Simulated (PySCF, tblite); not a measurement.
# C₄H₇OPSi: geometry, infrared bands and NMR shifts

Aim: predict the infrared bands and NMR shifts of C₄H₇OPSi (`Cc1oc([SiH3])cp1`).

The runs use tblite 0.8.0 and PySCF 2.14.0, with density-fitted response routines of our own; the level of theory stands in each step. All values are computed, except where a source is named. Atoms count from 0, in the outputs and in this text.

### Step 1. The molecule as given

14 atoms, charge 0, multiplicity 1; geometry from: force field or distance geometry start.

Bonds of the start (Å): C0–C1 1.53, C1–O2 1.28, O2–C3 1.28, C3–Si4 1.88, C3–C5 1.36, C5–P6 1.89, P6–C1 1.91, C0–H7 1.10, C0–H8 1.10, C0–H9 1.11, Si4–H10 1.44, Si4–H11 1.47, Si4–H12 1.46, C5–H13 1.10.

### Step 2. Optimising the geometry with GFN2-xTB

What the job is given:

```
{"job": {"kind": "relax", "xc": "GFN2-xTB", "basis": "xTB"}, "charge": 0, "multiplicity": 1}
C      2.735600    -0.413000     0.137900
C      1.362700     0.247600     0.013600
O      0.283400    -0.430800     0.079800
C     -0.846200     0.163800    -0.032800
Si    -2.473700    -0.772600     0.053200
C     -0.828700     1.513700    -0.192000
P      0.971600     2.100900    -0.217200
H      2.711900    -1.365300    -0.404700
H      3.004400    -0.517000     1.203400
H      3.444100     0.249900    -0.409700
H     -2.996300    -0.841700     1.394900
H     -3.423600    -0.023700    -0.786200
H     -2.242000    -2.078800    -0.567700
H     -1.703900     2.166600    -0.294600
```

The run is started by

```
> OMP_NUM_THREADS=1 python probes_run.py task.json out
```

This one command runs all jobs of the session in turn.

**Question.** This job is followed by: GFN2-xTB harmonic vibrations, gas phase; GIAO PBE0/pcSseg-1 NMR shielding, non-relativistic, gas phase. Predict these results of the whole session: strongest single infrared mode (GFN2-xTB); zero-point energy (GFN2-xTB); 13C shifts against TMS (PBE0/pcSseg-1); 1H shifts against TMS (PBE0/pcSseg-1, means over atoms taken as alike); 17O shifts against H2O (PBE0/pcSseg-1); 29Si shifts against TMS (PBE0/pcSseg-1); 31P shifts against H3PO4 (PBE0/pcSseg-1).

The runs gave:

| quantity | value |
| --- | --- |
| strongest single infrared mode (GFN2-xTB) | 2257 cm⁻¹, 319 km/mol |
| zero-point energy (GFN2-xTB) | 58.8 kcal/mol |
| 13C shifts against TMS (PBE0/pcSseg-1) | 210.8, 160.8, 145.9, 21.8 ppm |
| 1H shifts against TMS (PBE0/pcSseg-1, means over atoms taken as alike) | 7.65, 4.52, 2.89 ppm |
| 17O shifts against H2O (PBE0/pcSseg-1) | 380.0 ppm |
| 29Si shifts against TMS (PBE0/pcSseg-1) | -84.0 ppm |
| 31P shifts against H3PO4 (PBE0/pcSseg-1) | 115.7 ppm |

**Reading.** Relaxing lowered the energy by 0.916 eV in 90 steps; the close pair that moved most is C1–P6, from 1.908 to 1.720 Å. The lowest mode is slightly imaginary (20i cm⁻¹), a soft motion within the noise of the Hessian, so the minimum is not strictly shown. The strongest single mode, at 2257 cm⁻¹, moves mainly H10. Unscaled tight-binding wavenumbers are off by several per cent, some by more. Its intensities can rank the bands wrongly. NICS(1)zz of -25 ppm above the planar ring from C1 marks a diatropic (aromatic) ring current.
